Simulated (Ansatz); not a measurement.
# InSb3: further runs on the relaxed cell

An exercise on one series of results from a longer session: the logs are not shown, and one member is left open.

Program: Ansatz 0.2.0. Level of theory: DFT PBEsol+D3(BJ), scalar-relativistic, plane waves, PAW. These are calculated values, not measurements.

### The system as given

It takes space group Fm-3m (No. 225, cubic). Conventional cell: a = 7.324 Å, b = 7.324 Å, c = 7.324 Å, α = 90.00°, β = 90.00°, γ = 90.00°. Around In (site symmetry m-3m) lie 8 Sb at 3.17 Å. Sb (site symmetry -43m) has 4 In at 3.17 Å and 4 Sb at 3.17 Å as nearest neighbours. Sb (site symmetry m-3m) is surrounded by 8 Sb at 3.17 Å.

Coordinates:

```cif
data_structure
_symmetry_space_group_name_H-M 'Fm-3m'
_symmetry_Int_Tables_number 225
_cell_length_a 7.3241
_cell_length_b 7.3241
_cell_length_c 7.3241
_cell_angle_alpha 90.000
_cell_angle_beta 90.000
_cell_angle_gamma 90.000
_cell_volume 392.89
loop_
_atom_site_label
_atom_site_type_symbol
_atom_site_symmetry_multiplicity
_atom_site_Wyckoff_symbol
_atom_site_fract_x
_atom_site_fract_y
_atom_site_fract_z
_atom_site_occupancy
In1 In 4 a 0.00000 0.00000 0.00000 1
Sb1 Sb 8 c 0.25000 0.75000 0.75000 1
Sb2 Sb 4 b 0.50000 0.00000 0.00000 1
```

It goes back to an entry of the Materials Project, which need not be the stable form.

This cell was relaxed beforehand with the same method: volume 24.56 Å³/atom, gap on the mesh none (metal).

Set-up of the first run:

The input, input.yaml:

```yaml
crystal:
  lattice:
    - [0.0, 3.625073305, 3.625073305]
    - [3.625073305, 0.0, 3.625073305]
    - [3.625073305, 3.625073305, 0.0]
  atoms:
    - { symbol: In, position: [0.0, 0.0, 0.0] }
    - { symbol: Sb, position: [0.25, 0.25, 0.25] }
    - { symbol: Sb, position: [0.75, 0.75, 0.75] }
    - { symbol: Sb, position: [0.5, 0.5, 0.5] }
basis:
  ecutwfc: 420
kpoints:
  mp_grid: { grid: [10, 10, 10] }
hamiltonian:
  xc: pbesol
  dispersion: d3bj
scf:
  occupations: { method: gaussian, width: 0.1 }
output:
  forces: true
  stress: true
  eigenvalues: true
```

Command:

```bash
$ ansatz run input.yaml --threads 1 --pin off --max-ram 2560MiB --backend cpu --events-out ev --progress --plain --runs-dir out
```

Among the steps run: Volume × 0.97; The cell scaled to 1.03 of its volume; The cell scaled to 0.94 of its volume; The cell scaled to 1.06 of its volume; The cell scaled to 0.91 of its volume; Volume × 1.10; The cell scaled to 0.88 of its volume.

One table of the session follows, with a row left open; its other results are not shown here.

It belongs to the step «Equation of state». 

```
volume (Å³/atom)  energy above the lowest point (meV/atom)  pressure (GPa)
          21.609                                     101.1           12.41
          22.345                                         ?               ?
          23.082                                      22.3            5.15
          23.819                                       5.2            2.35
          24.555                                       0.0            0.00
          25.292                                       4.7           -1.97
          26.029                                      17.7           -3.62
          27.011                                      45.8           -5.43
```

**Question.** Estimate the row for volume (Å³/atom) = 22.345.

Worked estimate for «energy above the lowest point (meV/atom)». A straight line through the neighbours (21.609, 101.1) and (23.082, 22.3) gives 101.1 + (22.3 − 101.1) × (22.345 − 21.609) / (23.082 − 21.609) = 61.7; a parabola fitted to 3 rows on both sides gives 54.3.

As computed: energy above the lowest point (meV/atom): 53.4; pressure (GPa): 8.47. In «energy above the lowest point (meV/atom)» the line misses by +8.3 and the parabola by +0.9.
